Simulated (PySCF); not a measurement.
# InBr2F (SMILES [F][In]([Br])[Br]) at B3LYP/def2-TZVP (core potential)

Aim: energy and one-electron properties of InBr2F. The job is set up through a Python script.

Program for the calculation: PySCF 2.14.0.

5 further runs of the same task are left out: 5 set aside as unsound or not needed.

## 1. The system as given

InBr2F: 4 atoms, total charge 0, spin state singlet. SMILES: `[F][In]([Br])[Br]`. The coordinates come from a PBE0-D4/def2-TZVP relaxation.

Bond lengths: F1–In2 1.930 Å, In2–Br3 2.426 Å, In2–Br4 2.426 Å. Angles: F1–In2–Br3 117.1°, F1–In2–Br4 117.1°, Br3–In2–Br4 125.8°.

## 2. Energy and one-electron properties at B3LYP/def2-TZVP (core potential)

Input file job.py:

```python
from pyscf import gto, dft

mol = gto.M(
    atom='F 0.420800 1.189000 1.538500; In 0.028100 0.026900 0.048700; Br 1.203500 -2.093300 -0.037700; Br -1.596800 0.817200 -1.569800',
    spin=0,
    ecp={'In': 'def2-svp'},
    basis='def2-tzvp',
    max_memory=1860,
    charge=0,
    verbose=4,
)

ks = dft.RKS(mol, xc='b3lyp')
ks.conv_tol = 1e-10
ks.grids.level = 4
ks.kernel()
if not ks.converged:
    ks = ks.newton().run(ks.mo_coeff, ks.mo_occ)

e_final = ks.e_tot
print('Final energy', e_final)
ks.analyze()
quad = ks.quad_moment()
```

On the command line:

```sh
$ OMP_NUM_THREADS=1 python job.py
```

Standard output:

```text
PySCF version 2.14.0

[INPUT] num. atoms = 4
[INPUT] num. electrons = 100
[INPUT] charge = 0
[INPUT] spin (= nelec alpha-beta = 2S) = 0
[INPUT] symmetry False subgroup None
[INPUT] Mole.unit = angstrom
[INPUT] Symbol           X                Y                Z      unit          X                Y                Z       unit  Magmom
[INPUT]  1 F      0.420800000000   1.189000000000   1.538500000000 AA    0.795196753217   2.246884362108   2.907343642643 Bohr   0.0
[INPUT]  2 In     0.028100000000   0.026900000000   0.048700000000 AA    0.053101304100   0.050833632751   0.092029662266 Bohr   0.0
[INPUT]  3 Br     1.203500000000  -2.093300000000  -0.037700000000 AA    2.274285390914  -3.955763696552  -0.071242674896 Bohr   0.0
[INPUT]  4 Br    -1.596800000000   0.817200000000  -1.569800000000 AA   -3.017514675705   1.544284188995  -2.966492070342 Bohr   0.0

[... 81 lines left out ...]
MO #7   energy= -56.338778532922   occ= 2
[... 18 lines left out ...]
MO #26  energy= -2.65655458744106  occ= 2
[... 18 lines left out ...]
MO #45  energy= -0.395083793836217 occ= 2
[... 18 lines left out ...]
MO #64  energy= 0.236350824890761  occ= 0
[... 18 lines left out ...]
MO #83  energy= 0.615341502816163  occ= 0
[... 18 lines left out ...]
MO #102 energy= 1.32816727154902   occ= 0
[... 18 lines left out ...]
MO #121 energy= 1.6093328262337    occ= 0
[... 18 lines left out ...]
MO #140 energy= 2.3759184648956    occ= 0
[... 18 lines left out ...]
MO #159 energy= 6.89381181696653   occ= 0
[... 202 lines left out ...]
Dipole moment(X, Y, Z, Debye): -0.27994, -0.82901, -1.06267
Traceless quadrupole moment (Debye*A):
```

It took 47 s on 1 thread of Arm Neoverse V1, shared host; peak memory 1.6 GiB.

Atomic charges (e):

```tsv
atom	Mulliken
F1	-0.451
In2	+1.002
Br3	-0.276
Br4	-0.276
```

## 3. Outcome

At B3LYP/def2-TZVP (core potential):

| quantity | value |
| --- | --- |
| total energy | -5438.59753 Eh |
| dipole moment | 1.38 D |
| HOMO energy | -8.71 eV |
| LUMO energy | -3.36 eV |
| HOMO–LUMO gap | 5.35 eV |

Mulliken charges run from -0.45 on F1 to +1.00 on In2.
